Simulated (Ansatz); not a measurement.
**C2H7AlN radical: how energies converge with the basis set**

One table from this session's results is given with a row withheld; the runs are named, their logs left out.

The runs use Ansatz 0.2.0, Gaussian basis; one geometry, several basis sets.

Plan: PBE0-D4/def2-SVP; ωB97M-V/def2-SVP; PBE0-D4/def2-QZVPP; ωB97M-V/def2-QZVPP; the functionals' def2-TZVPP values are taken from earlier runs.

1 further run of the same task is left out (it didn't finish). Runs told in other sessions of the task aren't counted.

**The geometry**

The geometry comes from an earlier relaxation with PBE0-D4 in a triple-zeta def2 set; it is a stationary point, not always the lowest conformer.

SMILES `[CH2][Al]([CH3])[NH2]`, 11 atoms, charge 0, spin multiplicity 2.

Atoms are counted from 1 here; the program's logs count them from 0.

Bond lengths: C1–Al2 1.927 Å, C1–H5 1.089 Å, C1–H6 1.089 Å, Al2–C3 1.951 Å, Al2–N4 1.774 Å, C3–H7 1.095 Å, C3–H8 1.093 Å, C3–H9 1.094 Å, N4–H10 1.007 Å, N4–H11 1.007 Å. Angles: Al2–C1–H5 124.5°, Al2–C1–H6 124.1°, H5–C1–H6 111.4°, C1–Al2–C3 123.2°, C1–Al2–N4 117.2°, C3–Al2–N4 119.6°, Al2–C3–H7 111.1°, Al2–C3–H8 112.4°, Al2–C3–H9 111.5°, H7–C3–H8 107.3°, H7–C3–H9 106.6°, H8–C3–H9 107.7°, Al2–N4–H10 125.1°, Al2–N4–H11 125.0°, H10–N4–H11 109.9°.

The first run:

in.yaml

```yaml
crystal:
  periodic: [false, false, false]
  atoms:
    - {symbol: C, position_ang: [-1.311350, 1.496363, -0.241348]}
    - {symbol: Al, position_ang: [-0.020529, 0.067679, -0.162172]}
    - {symbol: C, position_ang: [0.463702, -0.844136, 1.493120]}
    - {symbol: N, position_ang: [0.739917, -0.421987, -1.687840]}
    - {symbol: H, position_ang: [-1.603931, 2.013034, -1.154812]}
    - {symbol: H, position_ang: [-1.841112, 1.890128, 0.625132]}
    - {symbol: H, position_ang: [-0.353222, -1.483359, 1.843899]}
    - {symbol: H, position_ang: [1.346267, -1.478479, 1.376636]}
    - {symbol: H, position_ang: [0.669935, -0.131523, 2.297426]}
    - {symbol: H, position_ang: [0.544152, -0.016733, -2.588639]}
    - {symbol: H, position_ang: [1.431473, -1.147887, -1.780901]}
basis:
  gaussian: {orbitals: def2-SVP}
magnetization: {spin_polarized: true, initial_magnetization: 1}
hamiltonian: {xc: pbe0, dispersion: d4}
output: {orbitals: {seedname: orbitals}}
```

Command:

```bash
> ansatz run in.yaml --threads 4 --pin off --events-out ev --progress --plain --max-ram 10444MiB
```

Among the steps run: PBE0-D4 in def2-SVP; ωB97M-V in def2-SVP; PBE0-D4 in def2-QZVPP; ωB97M-V in def2-QZVPP.

One table of the session follows, with a row left open; its other results are not shown here.

It belongs to the step «Functionals by basis». 

| functional | basis | HOMO (eV) | LUMO (eV) |
| --- | --- | --- | --- |
| PBE0-D4 | def2-SVP | ? | ? |
| PBE0-D4 | def2-TZVPP | -6.65 | -2.21 |
| PBE0-D4 | def2-QZVPP | -6.69 | -2.27 |
| ωB97M-V | def2-SVP | -8.57 | -0.09 |
| ωB97M-V | def2-TZVPP | -8.71 | -0.44 |
| ωB97M-V | def2-QZVPP | -8.75 | -0.57 |

Q: Estimate the row for PBE0-D4, def2-SVP from the others.

**Answer.** HOMO (eV): -6.50; LUMO (eV): -2.00. In the column «HOMO (eV)» it is the highest.
